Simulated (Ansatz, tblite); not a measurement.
**The cluster Zn₁₀H₃₀Se₁₀: charged states by level of theory**

Aim: the energy of removing and adding an electron for the cluster Zn₁₀H₃₀Se₁₀, by energy differences, and how well orbital energies stand in for it.

Computed with Ansatz 0.2.0, Gaussian basis. Level: as each input shows.

Levels to be run: charge +1 doublet, at the geometry of the singlet (PBE0-D4/def2-TZVP, PBE-D4/def2-TZVP, r2SCAN0-D4/def2-TZVP); charge -1 doublet, at the geometry of the singlet (PBE0-D4/def2-TZVP, PBE-D4/def2-TZVP, r2SCAN0-D4/def2-TZVP); the starting singlet's energies come from earlier runs.

1 further run of the same task is left out (set aside as unsound or not needed).

## 1. The structure

The geometry is that of the singlet, from an earlier relaxation (PBE-D4/def2-SVP).

50 atoms, charge 0, spin multiplicity 1.

Atoms are counted from 1 here; the program's logs count them from 0.

Bond lengths: Zn1–Se11 2.671 Å, Zn1–Se12 2.637 Å, Zn1–Se13 2.480 Å, Zn1–H21 1.558 Å, Zn2–Se11 2.862 Å, Zn2–Se14 2.674 Å, Zn2–H22 1.623 Å, Zn2–H23 1.561 Å, Zn3–Se13 2.488 Å, Zn3–Se15 2.664 Å, Zn3–Se16 2.619 Å, Zn3–H24 1.559 Å, Zn4–Se14 2.669 Å, Zn4–Se15 2.902 Å, Zn4–H25 1.561 Å, Zn4–H26 1.624 Å, Zn5–Se17 2.755 Å, Zn5–H22 1.786 Å and more. Angles: Se11–Zn1–Se12 91.6°, Se11–Zn1–Se13 88.9°, Se11–Zn1–H21 116.9°, Se12–Zn1–Se13 100.8°, Se12–Zn1–H21 115.7°, Se13–Zn1–H21 133.1°, Se11–Zn2–Se14 84.9°, Se11–Zn2–H22 101.2°, Se11–Zn2–H23 97.6°, Se14–Zn2–H22 96.3°, Se14–Zn2–H23 112.9°, H22–Zn2–H23 146.5°, Se13–Zn3–Se15 95.3°, Se13–Zn3–Se16 95.0°, Se13–Zn3–H24 131.3°, Se15–Zn3–Se16 92.2°, Se15–Zn3–H24 114.0°, Se16–Zn3–H24 120.3° and more.

## 2. Charge +1 doublet at the fixed geometry, PBE0-D4/def2-TZVP

Contents of in.yaml:

```yaml
crystal:
  periodic: [false, false, false]
  atoms:
    - {symbol: Zn, position_ang: [-2.219381, -2.550331, -0.132134]}
    - {symbol: Zn, position_ang: [-1.730584, 0.781932, -4.232795]}
    - {symbol: Zn, position_ang: [-2.642144, 0.233979, 2.140620]}
    - {symbol: Zn, position_ang: [-1.222293, 4.397787, -0.788260]}
    - {symbol: Zn, position_ang: [-0.063771, -1.731585, -4.337534]}
    - {symbol: Zn, position_ang: [0.500108, -2.069554, 2.551576]}
    - {symbol: Zn, position_ang: [4.005185, -1.378179, -1.199504]}
    - {symbol: Zn, position_ang: [0.575270, 0.633117, -0.731796]}
    - {symbol: Zn, position_ang: [0.344179, 3.882813, 1.713356]}
    - {symbol: Zn, position_ang: [4.214594, 0.431751, 1.143022]}
    - {symbol: Se, position_ang: [-2.763835, -0.912993, -2.170766]}
    - {symbol: Se, position_ang: [-0.458293, -3.879330, -1.575743]}
    - {symbol: Se, position_ang: [-0.779032, -0.781794, 0.842456]}
    - {symbol: Se, position_ang: [-0.699526, 2.204352, -2.216509]}
    - {symbol: Se, position_ang: [-2.805184, 2.437966, 0.653268]}
    - {symbol: Se, position_ang: [-1.085984, 1.408940, 3.888610]}
    - {symbol: Se, position_ang: [1.643085, -0.913271, -2.335678]}
    - {symbol: Se, position_ang: [2.421279, -2.654005, 0.830341]}
    - {symbol: Se, position_ang: [2.053305, -0.323428, 3.767811]}
    - {symbol: Se, position_ang: [1.956687, 1.910294, 0.819500]}
    - {symbol: H, position_ang: [-3.402637, -3.391476, 0.433347]}
    - {symbol: H, position_ang: [-0.358579, 0.006463, -4.622263]}
    - {symbol: H, position_ang: [-3.095270, 1.345941, -4.737755]}
    - {symbol: H, position_ang: [-4.024414, -0.340138, 2.576957]}
    - {symbol: H, position_ang: [-2.418605, 5.231840, -1.344416]}
    - {symbol: H, position_ang: [0.183237, 4.439076, 0.024646]}
    - {symbol: H, position_ang: [-1.259024, -2.299988, -3.360336]}
    - {symbol: H, position_ang: [0.841232, -2.327848, -5.473864]}
    - {symbol: H, position_ang: [-0.072516, -3.218493, 3.445439]}
    - {symbol: H, position_ang: [4.760550, -2.649117, -1.700894]}
    - {symbol: H, position_ang: [4.181284, 0.133129, -0.610496]}
    - {symbol: H, position_ang: [-0.992558, 2.953764, 2.025604]}
    - {symbol: H, position_ang: [1.152626, 4.888184, 2.610446]}
    - {symbol: H, position_ang: [3.478600, -0.878680, 1.841504]}
    - {symbol: H, position_ang: [5.376758, 1.382958, 1.601732]}
    - {symbol: H, position_ang: [-3.718249, -1.644833, -3.039805]}
    - {symbol: H, position_ang: [-3.922370, -0.189641, -1.501318]}
    - {symbol: H, position_ang: [-1.458838, -4.663467, -2.338047]}
    - {symbol: H, position_ang: [-0.366959, -4.979203, -0.545814]}
    - {symbol: H, position_ang: [0.561038, 2.635505, -2.873469]}
    - {symbol: H, position_ang: [-4.135149, 2.195438, -0.049412]}
    - {symbol: H, position_ang: [-3.476539, 3.357183, 1.602857]}
    - {symbol: H, position_ang: [-1.945951, 2.513162, 4.378183]}
    - {symbol: H, position_ang: [-1.506878, 0.551967, 5.067224]}
    - {symbol: H, position_ang: [2.208678, 0.193614, -3.148561]}
    - {symbol: H, position_ang: [1.898046, -4.005147, 0.345330]}
    - {symbol: H, position_ang: [3.454084, -3.346588, 1.638013]}
    - {symbol: H, position_ang: [2.933845, -1.411941, 4.260917]}
    - {symbol: H, position_ang: [1.269268, -0.380378, 5.060541]}
    - {symbol: H, position_ang: [2.611585, 2.770221, -0.196084]}
basis:
  gaussian: {orbitals: def2-TZVP, fitting: {mean_field: def2-universal-jkfit}}
total_charge: 1
magnetization: {spin_polarized: true, initial_magnetization: 1}
hamiltonian: {xc: pbe0, dispersion: d4}
scf: {omitted_lower_state_checks: [starts]}
output: {orbitals: {seedname: orbitals}}
```

The run is started by

```console
> ansatz run in.yaml --threads 11 --pin off --events-out ev --progress --plain --max-ram 110592MiB --backend cuda --devices 0, --max-vram 75GiB
```

The program printed:

```text
Functional definition: PBE0
  name "PBE0"
  cite "Adamo & Barone, J. Chem. Phys. 110, 6158 (1999) doi:10.1063/1.478522"
  cite "Perdew, Burke & Ernzerhof, Phys. Rev. Lett. 77, 3865 (1996) doi:10.1103/PhysRevLett.77.3865"
  parent pbe
  parameter a = 0.25
  parameter kappa = 0.804
  parameter beta = 0.06672455060314922
  exchange = (1 - a)*pbe_x(kappa = kappa, mu = beta*pi^2/3) + a*exact_x
  correlation = pbe_c(beta = beta)
these checks for a lower state are left out or cut short: starts
5840 factors; integrals over basis functions are off by at most 5.7e-1 eV
mean field evaluation 1: about -1138021.3723 eV, gradient 7.6e1 eV
mean field evaluation 2: about -1138002.2200 eV, gradient 1.5e2 eV
mean field evaluation 4: about -1138029.9978 eV, gradient 2.0e1 eV
mean field evaluation 8: about -1138033.0913 eV, gradient 2.1e0 eV
mean field evaluation 16: about -1138033.1309 eV, gradient 1.5e-1 eV
mean field evaluation 32: about -1138033.1311 eV, gradient 1.1e-4 eV
mean field -1138033.13112612 eV, -41821.9461823231 hartree, gradient 9.3e-6 eV, S^2 0.758358; 0 other end points of the search recorded, 0 dependent functions left out
reference -1138033.13122655 eV, -41821.9461860138 hartree; 335, 334 occupied and 805, 806 virtual orbitals, 5840 factors
Total energy: -1138036.33388921 eV, -41822.0638816960 hartree
Checks for a lower state left out: starts
```

It took 36 s on 1 × H100 with 11 threads of AMD EPYC 7R13, shared host; peak host memory 2.2 GiB.

Report: HOMO -9.34 eV, LUMO -8.95 eV (over both spins); ⟨S²⟩ 0.758 (pure: 0.75).

## 3. Charge +1 doublet at the fixed geometry, PBE-D4/def2-TZVP

start.molden holds the orbitals of an earlier run on this state, given as this run's starting guess.

Edit in.yaml of step 2 so:

```diff
@@ -54,6 +54,6 @@
 basis:
-  gaussian: {orbitals: def2-TZVP, fitting: {mean_field: def2-universal-jkfit}}
+  gaussian: {orbitals: def2-TZVP, fitting: {mean_field: def2-universal-jkfit}, initial_orbitals: start.molden}
 total_charge: 1
 magnetization: {spin_polarized: true, initial_magnetization: 1}
-hamiltonian: {xc: pbe0, dispersion: d4}
+hamiltonian: {xc: pbe, dispersion: d4}
 scf: {omitted_lower_state_checks: [starts]}
```

Same command.

The program printed:

```text
Functional definition: PBE
  name "PBE"
  cite "Perdew, Burke & Ernzerhof, Phys. Rev. Lett. 77, 3865 (1996) doi:10.1103/PhysRevLett.77.3865"
  parent pbe
  parameter kappa = 0.804
  parameter beta = 0.06672455060314922
  exchange = pbe_x(kappa = kappa, mu = beta*pi^2/3)
  correlation = pbe_c(beta = beta)
these checks for a lower state are left out or cut short: starts
5840 factors; integrals over basis functions are off by at most 5.7e-1 eV
mean field evaluation 1: about -1138005.6422 eV, gradient 2.5e1 eV
mean field evaluation 2: about -1138006.9159 eV, gradient 1.4e0 eV
mean field evaluation 4: about -1138006.9564 eV, gradient 1.6e-1 eV
mean field evaluation 8: about -1138006.9573 eV, gradient 1.5e-5 eV
mean field evaluation 16: about -1138006.9573 eV, gradient 4.1e-6 eV
mean field -1138006.95733151 eV, -41820.9843131126 hartree, gradient 4.1e-6 eV, S^2 0.752477; 0 other end points of the search recorded, 0 dependent functions left out
reference -1138006.95746512 eV, -41820.9843180227 hartree; 335, 334 occupied and 805, 806 virtual orbitals, 5840 factors
Total energy: -1138010.46598953 eV, -41821.1132539167 hartree
Checks for a lower state left out: starts
```

Wall time 15 s (1 × H100 with 11 threads of AMD EPYC 7R13, shared host); peak host memory 2.1 GiB.

HOMO -8.65 eV, LUMO -8.74 eV (over both spins; with the spin held, an empty level of the minority spin lies below the top filled one); ⟨S²⟩ 0.752 (pure: 0.75).

## 4. Charge +1 doublet at the fixed geometry, r2SCAN0-D4/def2-TZVP

Edit in.yaml of step 3 so:

```diff
@@ -57,3 +57,3 @@
 magnetization: {spin_polarized: true, initial_magnetization: 1}
-hamiltonian: {xc: pbe, dispersion: d4}
+hamiltonian: {xc: {name: r2SCAN0}, dispersion: d4}
 scf: {omitted_lower_state_checks: [starts]}
```

Same command.

The program printed:

```text
Functional definition: r2SCAN0
  name "r2SCAN0"
  cite "Bursch, Neugebauer, Ehlert & Grimme, J. Chem. Phys. 156, 134105 (2022) doi:10.1063/5.0086040"
  cite "Furness, Kaplan, Ning, Perdew & Sun, J. Phys. Chem. Lett. 11, 8208 (2020) doi:10.1021/acs.jpclett.0c02405"
  cite "Furness, Kaplan, Ning, Perdew & Sun, J. Phys. Chem. Lett. 11, 9248 (2020) doi:10.1021/acs.jpclett.0c03077"
  parent r2scan
  parameter a = 0.25
  parameter k0 = 0.174
  parameter k1 = 0.065
  parameter a1 = 4.9479
  exchange = (1 - a)*r2scan_x(k0 = k0, k1 = k1, a1 = a1) + a*exact_x
  correlation = r2scan_c
these checks for a lower state are left out or cut short: starts
5840 factors; integrals over basis functions are off by at most 5.7e-1 eV
mean field evaluation 1: about -1138160.1558 eV, gradient 1.6e1 eV
mean field evaluation 2: about -1138160.4029 eV, gradient 3.7e-1 eV
mean field evaluation 4: about -1138160.3868 eV, gradient 2.6e-2 eV
mean field evaluation 8: about -1138160.3868 eV, gradient 2.4e-5 eV
mean field -1138160.38678745 eV, -41826.6227416202 hartree, gradient 9.3e-6 eV, S^2 0.763016; 0 other end points of the search recorded, 0 dependent functions left out
reference -1138160.38683120 eV, -41826.6227432277 hartree; 335, 334 occupied and 805, 806 virtual orbitals, 5840 factors
Total energy: -1138161.66923902 eV, -41826.6698708461 hartree
Checks for a lower state left out: starts
```

Wall time 40 s (1 × H100 with 11 threads of AMD EPYC 7R13, shared host); peak host memory 2.5 GiB.

HOMO -9.44 eV, LUMO -9.06 eV (over both spins); ⟨S²⟩ 0.763 (pure: 0.75).

## 5. Vertical ionisation energy

Charged state less starting state, singlet to doublet; the starting state's energies are those of its earlier runs.

| level | vertical ionisation energy (eV) | time |
| --- | --- | --- |
| PBE-D4/def2-TZVP | +7.40 | 22 s |
| PBE0-D4/def2-TZVP | +7.99 | 48 s |
| r2SCAN0-D4/def2-TZVP | +8.08 | 52 s |

Times add the two runs; a level without a time comes out of a correlated run.

Beside −ε(HOMO) of the starting state:

| level | −ε(HOMO) (eV) | by difference (eV) | mismatch (eV) |
| --- | --- | --- | --- |
| PBE-D4/def2-TZVP | 5.78 | 7.40 | -1.61 |
| PBE0-D4/def2-TZVP | 6.80 | 7.99 | -1.18 |
| r2SCAN0-D4/def2-TZVP | 6.96 | 8.08 | -1.12 |

## 6. Charge -1 doublet at the fixed geometry, PBE0-D4/def2-TZVP

Edit in.yaml of step 4 so:

```diff
@@ -54,6 +54,6 @@
 basis:
-  gaussian: {orbitals: def2-TZVP, fitting: {mean_field: def2-universal-jkfit}, initial_orbitals: start.molden}
-total_charge: 1
+  gaussian: {orbitals: def2-TZVP, fitting: {mean_field: def2-universal-jkfit}}
+total_charge: -1
 magnetization: {spin_polarized: true, initial_magnetization: 1}
-hamiltonian: {xc: {name: r2SCAN0}, dispersion: d4}
+hamiltonian: {xc: pbe0, dispersion: d4}
 scf: {omitted_lower_state_checks: [starts]}
```

The command is unchanged.

The program printed:

```text
Functional definition: PBE0
  name "PBE0"
  cite "Adamo & Barone, J. Chem. Phys. 110, 6158 (1999) doi:10.1063/1.478522"
  cite "Perdew, Burke & Ernzerhof, Phys. Rev. Lett. 77, 3865 (1996) doi:10.1103/PhysRevLett.77.3865"
  parent pbe
  parameter a = 0.25
  parameter kappa = 0.804
  parameter beta = 0.06672455060314922
  exchange = (1 - a)*pbe_x(kappa = kappa, mu = beta*pi^2/3) + a*exact_x
  correlation = pbe_c(beta = beta)
these checks for a lower state are left out or cut short: starts
5840 factors; integrals over basis functions are off by at most 5.7e-1 eV
mean field evaluation 1: about -1138028.3874 eV, gradient 8.1e1 eV
mean field evaluation 2: about -1138003.5515 eV, gradient 1.6e2 eV
mean field evaluation 4: about -1138041.9118 eV, gradient 6.8e0 eV
mean field evaluation 8: about -1138042.0949 eV, gradient 7.8e-1 eV
mean field evaluation 16: about -1138042.1012 eV, gradient 2.3e-2 eV
mean field evaluation 32: about -1138042.1012 eV, gradient 3.9e-5 eV
mean field -1138042.10116862 eV, -41822.2758253050 hartree, gradient 1.7e-5 eV, S^2 0.752470; 0 other end points of the search recorded, 0 dependent functions left out
reference -1138042.10126530 eV, -41822.2758288579 hartree; 336, 335 occupied and 804, 805 virtual orbitals, 5840 factors
Total energy: -1138045.44502369 eV, -41822.3987097122 hartree
Checks for a lower state left out: starts
```

It took 29 s on 1 × H100 with 11 threads of AMD EPYC 7R13, shared host; peak host memory 2.2 GiB.

From the report: HOMO -0.13 eV, LUMO 0.79 eV (over both spins); ⟨S²⟩ 0.752 (pure: 0.75).

## 7. Charge -1 doublet at the fixed geometry, PBE-D4/def2-TZVP

Edit in.yaml of step 6 so:

```diff
@@ -54,6 +54,6 @@
 basis:
-  gaussian: {orbitals: def2-TZVP, fitting: {mean_field: def2-universal-jkfit}}
+  gaussian: {orbitals: def2-TZVP, fitting: {mean_field: def2-universal-jkfit}, initial_orbitals: start.molden}
 total_charge: -1
 magnetization: {spin_polarized: true, initial_magnetization: 1}
-hamiltonian: {xc: pbe0, dispersion: d4}
+hamiltonian: {xc: pbe, dispersion: d4}
 scf: {omitted_lower_state_checks: [starts]}
```

Same command.

The program printed:

```text
Functional definition: PBE
  name "PBE"
  cite "Perdew, Burke & Ernzerhof, Phys. Rev. Lett. 77, 3865 (1996) doi:10.1103/PhysRevLett.77.3865"
  parent pbe
  parameter kappa = 0.804
  parameter beta = 0.06672455060314922
  exchange = pbe_x(kappa = kappa, mu = beta*pi^2/3)
  correlation = pbe_c(beta = beta)
these checks for a lower state are left out or cut short: starts
5840 factors; integrals over basis functions are off by at most 5.7e-1 eV
mean field evaluation 1: about -1138014.3485 eV, gradient 2.5e1 eV
mean field evaluation 2: about -1138015.6370 eV, gradient 1.6e0 eV
mean field evaluation 4: about -1138015.6699 eV, gradient 1.2e-1 eV
mean field evaluation 8: about -1138015.6705 eV, gradient 2.3e-5 eV
mean field -1138015.67052398 eV, -41821.3045170299 hartree, gradient 2.3e-5 eV, S^2 0.751238; 0 other end points of the search recorded, 0 dependent functions left out
reference -1138015.67065098 eV, -41821.3045216969 hartree; 336, 335 occupied and 804, 805 virtual orbitals, 5840 factors
Total energy: -1138019.33461001 eV, -41821.4391697076 hartree
Checks for a lower state left out: starts
```

Run time: 11 s. Hardware: 1 × H100 with 11 threads of AMD EPYC 7R13, shared host.

From the report: HOMO -0.08 eV, LUMO 0.16 eV (over both spins); ⟨S²⟩ 0.751 (pure: 0.75).

## 8. Charge -1 doublet at the fixed geometry, r2SCAN0-D4/def2-TZVP

Edit in.yaml of step 7 so:

```diff
@@ -57,3 +57,3 @@
 magnetization: {spin_polarized: true, initial_magnetization: 1}
-hamiltonian: {xc: pbe, dispersion: d4}
+hamiltonian: {xc: {name: r2SCAN0}, dispersion: d4}
 scf: {omitted_lower_state_checks: [starts]}
```

The command is unchanged.

The program printed:

```text
Functional definition: r2SCAN0
  name "r2SCAN0"
  cite "Bursch, Neugebauer, Ehlert & Grimme, J. Chem. Phys. 156, 134105 (2022) doi:10.1063/5.0086040"
  cite "Furness, Kaplan, Ning, Perdew & Sun, J. Phys. Chem. Lett. 11, 8208 (2020) doi:10.1021/acs.jpclett.0c02405"
  cite "Furness, Kaplan, Ning, Perdew & Sun, J. Phys. Chem. Lett. 11, 9248 (2020) doi:10.1021/acs.jpclett.0c03077"
  parent r2scan
  parameter a = 0.25
  parameter k0 = 0.174
  parameter k1 = 0.065
  parameter a1 = 4.9479
  exchange = (1 - a)*r2scan_x(k0 = k0, k1 = k1, a1 = a1) + a*exact_x
  correlation = r2scan_c
these checks for a lower state are left out or cut short: starts
5840 factors; integrals over basis functions are off by at most 5.7e-1 eV
mean field evaluation 1: about -1138169.2011 eV, gradient 1.6e1 eV
mean field evaluation 2: about -1138169.4500 eV, gradient 3.8e-1 eV
mean field evaluation 4: about -1138169.4349 eV, gradient 2.8e-2 eV
mean field evaluation 8: about -1138169.4349 eV, gradient 1.3e-5 eV
mean field -1138169.43491799 eV, -41826.9552542845 hartree, gradient 1.5e-5 eV, S^2 0.753978; 0 other end points of the search recorded, 0 dependent functions left out
reference -1138169.43496159 eV, -41826.9552558868 hartree; 336, 335 occupied and 804, 805 virtual orbitals, 5840 factors
Total energy: -1138170.78230816 eV, -41827.0047699597 hartree
Checks for a lower state left out: starts
```

Wall time 34 s (1 × H100 with 11 threads of AMD EPYC 7R13, shared host); peak host memory 2.3 GiB.

HOMO -0.11 eV, LUMO 0.82 eV (over both spins); ⟨S²⟩ 0.754 (pure: 0.75).

## 9. Vertical electron affinity

Starting state less charged state (positive: the electron is bound), singlet to doublet; the starting state's energies are those of its earlier runs.

| level | vertical electron affinity (eV) | time |
| --- | --- | --- |
| PBE-D4/def2-TZVP | +1.47 | 18 s |
| PBE0-D4/def2-TZVP | +1.12 | 41 s |
| r2SCAN0-D4/def2-TZVP | +1.03 | 46 s |

Times add the two runs; a level without a time comes out of a correlated run.

Beside −ε(LUMO) of the starting state:

| level | −ε(LUMO) (eV) | by difference (eV) | mismatch (eV) |
| --- | --- | --- | --- |
| PBE-D4/def2-TZVP | 2.71 | 1.47 | +1.24 |
| PBE0-D4/def2-TZVP | 1.96 | 1.12 | +0.84 |
| r2SCAN0-D4/def2-TZVP | 1.88 | 1.03 | +0.85 |

## 10. Results

```
                                            quantity                                  value
vertical ionisation energy, functionals in def2-TZVP  7.40 (PBE-D4) to 8.08 eV (r2SCAN0-D4)
vertical electron affinity, functionals in def2-TZVP  1.03 (r2SCAN0-D4) to 1.47 eV (PBE-D4)
```

In words: The vertical ionisation energy spans 7.40 to 8.08 eV over the functionals. −ε(HOMO) misses the level's own difference by -1.12 eV at best (r2SCAN0-D4) and -1.61 eV at worst (PBE-D4). The vertical electron affinity spans 1.03 to 1.47 eV over the functionals. −ε(LUMO) misses the level's own difference by +0.84 eV at best (PBE0-D4) and +1.24 eV at worst (PBE-D4).
